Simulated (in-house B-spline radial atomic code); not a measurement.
# Ho⁺: a fraction of an electron moved 4d → 6f

Aim: the energy of Ho⁺ as a fraction of an electron is moved 4d → 6f, to see how far it bends away from a straight line.

Method: scalar-relativistic (spin-free one-electron X2C) revTPSS, spin-polarised, spherical fractional occupations, Fermi nucleus, basis-set limit. Code: in-house B-spline radial atomic code version 1.

## Step 1: The atom as given

| Item | Value |
| --- | --- |
| element | holmium (Z = 67) |
| charge | +1 |
| electrons | 66 |
| configuration | [Xe] 4f11 6s1 |
| Hamiltonian | scalar-relativistic (X2C) |
| nucleus | Fermi, rms radius 5.202 fm |

Outer shells as boxes (Hund's rule):

[Xe] 4f11 6s1
```
[Xe] core
4f [↑↓][↑↓][↑↓][↑↓][↑ ][↑ ][↑ ]
6s [↑ ]
```

Where spins are not typed, each open shell is filled with up spins first.

## Step 2: The start, at fraction 0

The run's settings:

```ini
Z = 67
electrons = 66.0
configuration = [Xe] 4f11 6s1
hamiltonian = x2c
method = revtpss,revtpss
spin_polarised = True
nucleus = fermi
rms_radius = 5.2022
mass_number = 165
atomic_mass = 164.930329116
speed_of_light = 137.035999084
```

## Step 3: 0.125 electron moved 4d → 6f

Changes to the settings of step 2:

```diff
@@ -2,3 +2,3 @@
 electrons = 66.0
-configuration = [Xe] 4f11 6s1
+configuration = [Kr] 4d9.875 4f11 5s2 5p6 6s1 6f0.125
 hamiltonian = x2c
```

## Step 4: 0.25 electron moved 4d → 6f

Changes to the settings of step 3:

```diff
@@ -2,3 +2,3 @@
 electrons = 66.0
-configuration = [Kr] 4d9.875 4f11 5s2 5p6 6s1 6f0.125
+configuration = [Kr] 4d9.75 4f11 5s2 5p6 6s1 6f0.25
 hamiltonian = x2c
```

## Step 5: 0.375 electron moved 4d → 6f

Changes to the settings of step 4:

```diff
@@ -2,3 +2,3 @@
 electrons = 66.0
-configuration = [Kr] 4d9.75 4f11 5s2 5p6 6s1 6f0.25
+configuration = [Kr] 4d9.625 4f11 5s2 5p6 6s1 6f0.375
 hamiltonian = x2c
```

## Step 6: 0.5 electron moved 4d → 6f

Changes to the settings of step 5:

```diff
@@ -2,3 +2,3 @@
 electrons = 66.0
-configuration = [Kr] 4d9.625 4f11 5s2 5p6 6s1 6f0.375
+configuration = [Kr] 4d9.5 4f11 5s2 5p6 6s1 6f0.5
 hamiltonian = x2c
```

## Step 7: 0.625 electron moved 4d → 6f

Changes to the settings of step 6:

```diff
@@ -2,3 +2,3 @@
 electrons = 66.0
-configuration = [Kr] 4d9.5 4f11 5s2 5p6 6s1 6f0.5
+configuration = [Kr] 4d9.375 4f11 5s2 5p6 6s1 6f0.625
 hamiltonian = x2c
```

## Step 8: 0.75 electron moved 4d → 6f

Changes to the settings of step 7:

```diff
@@ -2,3 +2,3 @@
 electrons = 66.0
-configuration = [Kr] 4d9.375 4f11 5s2 5p6 6s1 6f0.625
+configuration = [Kr] 4d9.25 4f11 5s2 5p6 6s1 6f0.75
 hamiltonian = x2c
```

## Step 9: 0.875 electron moved 4d → 6f

Changes to the settings of step 8:

```diff
@@ -2,3 +2,3 @@
 electrons = 66.0
-configuration = [Kr] 4d9.25 4f11 5s2 5p6 6s1 6f0.75
+configuration = [Kr] 4d9.125 4f11 5s2 5p6 6s1 6f0.875
 hamiltonian = x2c
```

## Step 10: 1 electron moved 4d → 6f

Changes to the settings of step 9:

```diff
@@ -2,3 +2,3 @@
 electrons = 66.0
-configuration = [Kr] 4d9.125 4f11 5s2 5p6 6s1 6f0.875
+configuration = [Kr] 4d9 4f11 5s2 5p6 6s1 6f1
 hamiltonian = x2c
```

How does the energy change with the fraction, and which way and how far does it bend from the straight line between the ends?

As calculated:

| fraction | energy change (eV) | less the straight line (eV) | level 4d down (eV) | level 6f up (eV) | sum of <r²> (bohr²) |
| --- | --- | --- | --- | --- | --- |
| 0 | 0.0000 | 0.0000 | -164.02 | empty | 53.356 |
| 0.125 | 20.4976 | -0.7858 | -165.86 | -1.070 | 114.64 |
| 0.25 | 41.2046 | -1.3622 | -167.75 | -1.216 | 158.99 |
| 0.375 | 62.1332 | -1.7170 | -169.68 | -1.342 | 193.01 |
| 0.5 | 83.2893 | -1.8444 | -171.62 | -1.457 | 215.41 |
| 0.625 | 104.6770 | -1.7402 | -173.62 | -1.576 | 235.12 |
| 0.75 | 126.3012 | -1.3994 | -175.63 | -1.688 | 247.71 |
| 0.875 | 148.1636 | -0.8204 | -177.65 | -1.796 | 255.22 |
| 1 | 170.2674 | 0.0000 | -179.71 | -1.907 | 261.56 |

From fraction 0 to 1 the energy changes by 170.267 eV. It sags under the straight line by up to 1.84 eV (at 0.5). Slater's transition state, the slope from the orbital energies at fraction 0.5 (Janak's theorem), gives 170.168 eV for the whole step.
